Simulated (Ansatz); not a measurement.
# Sc5Mo: the cost of one run

Method: DFT PBE, scalar-relativistic, plane waves, PAW, in Ansatz 0.2.0.

## (1) The starting structure

The structure is tetragonal, space group P4/mmm (No. 123). The conventional cell has a = 5.866 Å, b = 5.866 Å, c = 3.820 Å, α = 90.00°, β = 90.00°, γ = 90.00°. Sc (site symmetry m2m) is surrounded by 1 Mo at 1.94 Å. Sc (site symmetry 4/mmm) has 2 Mo at 1.91 Å in its first shell of neighbours. Mo (site symmetry 4/mmm) is surrounded by 6 Sc at 1.91 to 1.94 Å.

Coordinates:

```cif
data_structure
_symmetry_space_group_name_H-M 'P4/mmm'
_symmetry_Int_Tables_number 123
_cell_length_a 5.8664
_cell_length_b 5.8664
_cell_length_c 3.8200
_cell_angle_alpha 90.000
_cell_angle_beta 90.000
_cell_angle_gamma 90.000
_cell_volume 131.46
loop_
_atom_site_label
_atom_site_type_symbol
_atom_site_symmetry_multiplicity
_atom_site_Wyckoff_symbol
_atom_site_fract_x
_atom_site_fract_y
_atom_site_fract_z
_atom_site_occupancy
Sc1 Sc 4 j 0.76622 0.76622 0.00000 1
Sc2 Sc 1 b 0.00000 0.00000 0.50000 1
Mo1 Mo 1 a 0.00000 0.00000 0.00000 1
```

The cell is invented: random cell by space group and Wyckoff sites (P4/mmm, No. 123). The dimensions are guesses.

## (2) A first look at the guess

Contents of input.yaml:

```yaml
crystal:
  lattice:
    - [5.86636339, 0.0, 0.0]
    - [0.0, 5.86636339, 0.0]
    - [0.0, 0.0, 3.81996458]
  atoms:
    - { symbol: Sc, position: [0.76622208, 0.76622208, 0.0] }
    - { symbol: Sc, position: [0.23377792, 0.23377792, 0.0] }
    - { symbol: Sc, position: [0.23377792, 0.76622208, 0.0] }
    - { symbol: Sc, position: [0.76622208, 0.23377792, 0.0] }
    - { symbol: Sc, position: [0.0, 0.0, 0.5] }
    - { symbol: Mo, position: [0.0, 0.0, 0.0] }
basis:
  ecutwfc: 420
kpoints:
  mp_grid: { grid: [4, 4, 4] }
hamiltonian:
  xc: pbe
scf:
  occupations: { method: gaussian, width: 0.1 }
  lower_state_search: "off"
output:
  forces: true
  stress: true
  eigenvalues: true
```

The run is started by

```console
ansatz run input.yaml --threads 1 --pin off --max-ram 2560MiB --backend cpu --events-out ev --progress --plain --runs-dir out
```

What time and memory should one allow on 1 thread of Arm Neoverse V1, shared host?

About 7 s, with a peak of 0.4 GiB.
